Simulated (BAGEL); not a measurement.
# CH4BFO (SMILES OCBF): a chain of runs

Aim: the energy (HF/def2-SV(P)), then the energy (NEVPT2(2,2)/def2-SV(P)), then a single-point energy (CASPT2(2,2)/def2-SV(P)) of CH4BFO. 

The calculation is run with BAGEL 1.2.2.

2 further runs of the same task are left out: 2 set aside as unsound or not needed.

## Step 1: The structure to begin with

The species is CH4BFO (8 atoms), meant as a singlet with charge 0. As SMILES, `OCBF`. The B3–F4 distance was set to 1.778 Å, away from the relaxed value.

Bond lengths: O1–C2 1.408 Å, C2–B3 1.560 Å, O1–H5 0.959 Å, C2–H6 1.105 Å, C2–H7 1.105 Å, B3–H8 1.201 Å. Angles: O1–C2–B3 113.4°, O1–C2–H6 112.5°, O1–C2–H7 112.5°, B3–C2–H6 106.7°, B3–C2–H7 106.6°, C2–O1–H5 108.9°, C2–B3–H8 120.7°, H6–C2–H7 104.5°. A long bond or contact: B3–F4 1.778 Å.

## Step 2: The energy at HF/def2-SV(P) (density fitting with svp-jkfit) (run 1)

Contents of input.json:

```json
{ "bagel": [

{
  "title": "molecule",
  "basis": "def2-sv_p_.json",
  "df_basis": "svp-jkfit",
  "angstrom": "true",
  "geometry": [
    { "atom": "O", "xyz": [   -0.893456,    1.065262,   -0.145219 ] },
    { "atom": "C", "xyz": [    0.464944,    0.727662,    0.010481 ] },
    { "atom": "B", "xyz": [    0.715644,   -0.809338,    0.100081 ] },
    { "atom": "F", "xyz": [   -0.622900,   -1.976700,    0.007200 ] },
    { "atom": "H", "xyz": [   -0.972056,    2.020162,   -0.193219 ] },
    { "atom": "H", "xyz": [    0.910144,    1.174662,    0.917781 ] },
    { "atom": "H", "xyz": [    1.091244,    1.102462,   -0.819319 ] },
    { "atom": "H", "xyz": [    1.828044,   -1.242738,    0.234881 ] }
  ]
},
{ "title": "hf" },
{ "title": "print", "file": "orbitals.molden", "orbitals": "true" }

]}
```

The basis set def2-SV(P) is read from a file made from the Basis Set Exchange's data (not shown).

Launch:

```bash
$ BAGEL_NUM_THREADS=1 BAGEL input.json > input.out
```

Output:

```text
* using 1 threads per process

  ===============================================================
  ===============================================================

  *** Geometry ***

  { "atom" : "O", "xyz" : [     -1.688387,      2.013053,     -0.274424 ] },
  { "atom" : "C", "xyz" : [      0.878617,      1.375082,      0.019806 ] },
  { "atom" : "B", "xyz" : [      1.352371,     -1.529427,      0.189126 ] },
[... 4 lines of this table left out ...]
  { "atom" : "H", "xyz" : [      3.454503,     -2.348434,      0.443861 ] },

  Number of auxiliary basis functions:      376

  Since a DF basis is specified, we compute 2- and 3-index integrals:
    o Being stored without compression. Storage requirement is 0.012 GB

  Number of basis functions:       64
  Number of electrons      :       32

    * METHOD: MOLECULE                             0.12

  *** RHF ***

  === Nuclear Repulsion ===
   103.1238871252

      * DIIS with orbital gradients will be used.

  === RHF iteration (def2-sv_p_.json) ===
      0       -238.65343967          0.02687064           0.03
      1       -238.80632470          0.01961449           0.03
      2       -238.92450636          0.00264883           0.03
[... 11 lines of this table left out ...]
     14       -238.92789145          0.00000001           0.03
    * SCF iteration converged.

    * Permanent dipole moment:
           (   -1.473852,    -1.616008,    -0.087790) a.u.

    * METHOD: HF                                   0.50

    * METHOD: PRINT                                0.01

  ===============================================================
```

Wall time 0.76 s (1 thread of Arm Neoverse V1, shared host); peak memory 0.15 GiB.

## Step 3: A single-point energy at NEVPT2(2,2)/def2-SV(P) (density fitting with svp-jkfit) (run 2)

Edit input.json of step 2 so:

```diff
@@ -6,3 +6,3 @@
   "df_basis": "svp-jkfit",
-  "angstrom": "true",
+  "angstrom": true,
   "geometry": [
@@ -18,4 +18,22 @@
 },
-{ "title": "hf" },
-{ "title": "print", "file": "orbitals.molden", "orbitals": "true" }
+{
+  "title": "hf",
+  "charge": 0
+},
+{
+  "title": "nevpt2",
+  "nstate": 1,
+  "nact": 2,
+  "nclosed": 15,
+  "charge": 0,
+  "active": [5, 19],
+  "maxiter": 200,
+  "natocc": true,
+  "ncore": 4
+},
+{
+  "title": "print",
+  "file": "orbitals.molden",
+  "orbitals": true
+}
```

The basis set def2-SV(P) is read from a file made from the Basis Set Exchange's data (not shown).

Launch:

```bash
$ BAGEL_NUM_THREADS=1 BAGEL input.json > input.out
```

Output:

```text
* using 1 threads per process

  ===============================================================
  ===============================================================

  *** Geometry ***

  { "atom" : "O", "xyz" : [     -1.688387,      2.013053,     -0.274424 ] },
  { "atom" : "C", "xyz" : [      0.878617,      1.375082,      0.019806 ] },
  { "atom" : "B", "xyz" : [      1.352371,     -1.529427,      0.189126 ] },
[... 4 lines of this table left out ...]
  { "atom" : "H", "xyz" : [      3.454503,     -2.348434,      0.443861 ] },

[... 23 lines left out ...]
    * SCF iteration converged.
[... 1 line left out ...]
    * Permanent dipole moment:
[... 28 lines left out ...]
    * Second-order optimization converged. *
[... 9 lines left out ...]
     * ci vector, state   0, <S^2> = 0.0000
       2.     0.9894956120
       .2    -0.1445629062

  === DF-NEVPT2 calculation ===

    * 3-index integral transformation done
    * assembly done

      NEVPT2 correlation energy:   -0.5425248185      0.10

          (+0)     -0.4388181393
          (+0)'    -0.0511287974
          (+1)     -0.0090192327
          (+1)'    -0.0000000000
          (+2)     -0.0006328738
          (-1)     -0.0382066986
          (-1)'     0.0000000000
          (-2)     -0.0047190768

      NEVPT2 total energy:       -239.4993771728

    * METHOD: NEVPT2                               4.04

    * METHOD: PRINT                                0.01

  ===============================================================
```

Wall time 4.8 s (1 thread of Arm Neoverse V1, shared host); peak memory 0.15 GiB.

## Step 4: The energy at CASPT2(2,2)/def2-SV(P) (density fitting with svp-jkfit) (run 3)

Contents of calc.json:

```json
{ "bagel" : [

{
  "title" : "molecule",
  "basis" : "def2-sv_p_.json",
  "df_basis" : "svp-jkfit",
  "angstrom" : true,
  "geometry" : [
    { "atom" : "O", "xyz" : [      -0.893456,       1.065262,      -0.145219 ] },
    { "atom" : "C", "xyz" : [       0.464944,       0.727662,       0.010481 ] },
    { "atom" : "B", "xyz" : [       0.715644,      -0.809338,       0.100081 ] },
    { "atom" : "F", "xyz" : [      -0.622900,      -1.976700,       0.007200 ] },
    { "atom" : "H", "xyz" : [      -0.972056,       2.020162,      -0.193219 ] },
    { "atom" : "H", "xyz" : [       0.910144,       1.174662,       0.917781 ] },
    { "atom" : "H", "xyz" : [       1.091244,       1.102462,      -0.819319 ] },
    { "atom" : "H", "xyz" : [       1.828044,      -1.242738,       0.234881 ] }
  ]
},

{
  "title" : "hf"
},

{
  "title" : "casscf",
  "nstate" : 1,
  "nact" : 2,
  "nclosed" : 15,
  "active" : [5, 19],
  "maxiter" : 200,
  "natocc" : true
},

{
  "title" : "print",
  "file" : "orbitals.molden",
  "orbitals" : true
},

{
  "title" : "smith",
  "method" : "caspt2",
  "ms" : true,
  "xms" : true,
  "sssr" : true,
  "shift" : 0.2,
  "shift_imag" : true,
  "ncore" : 4
}

]}
```

The basis set def2-SV(P) is read from a file made from the Basis Set Exchange's data (not shown).

Launch:

```bash
$ BAGEL_NUM_THREADS=1 BAGEL calc.json > calc.out
```

Output:

```text
* using 1 threads per process

  ===============================================================
  ===============================================================

  *** Geometry ***

  { "atom" : "O", "xyz" : [     -1.688387,      2.013053,     -0.274424 ] },
  { "atom" : "C", "xyz" : [      0.878617,      1.375082,      0.019806 ] },
  { "atom" : "B", "xyz" : [      1.352371,     -1.529427,      0.189126 ] },
[... 4 lines of this table left out ...]
  { "atom" : "H", "xyz" : [      3.454503,     -2.348434,      0.443861 ] },

[... 25 lines left out ...]
    * Permanent dipole moment:
[... 37 lines left out ...]
     * ci vector, state   0, <S^2> = 0.0000
[... 21 lines left out ...]
       #      aibj      arbs      arbi      airj      risj      airs      arst      rist         Etot      error   time
[... 10 lines left out ...]
      ------------------------------------------------------------------------------------------------------------------

    * CASPT2 energy : state  0     -239.4969525370
        w/o shift correction       -239.4950268608
        reference weight              0.8714028494

    * METHOD: SMITH                                0.50

  ===============================================================
```

Run time: 5.4 s. Hardware: 1 thread of Arm Neoverse V1, shared host; peak memory 0.15 GiB.

## Step 5: Outcome

```
                                   quantity          value
         run 1, HF/def2-SV(P): total energy  -238.92789 Eh
        run 1, HF/def2-SV(P): dipole moment         5.56 D
          run 1, HF/def2-SV(P): HOMO energy      -12.89 eV
          run 1, HF/def2-SV(P): LUMO energy        1.98 eV
        run 1, HF/def2-SV(P): HOMO–LUMO gap       14.88 eV
run 2, NEVPT2(2,2)/def2-SV(P): total energy  -239.49938 Eh
run 3, CASPT2(2,2)/def2-SV(P): total energy  -239.49695 Eh
```
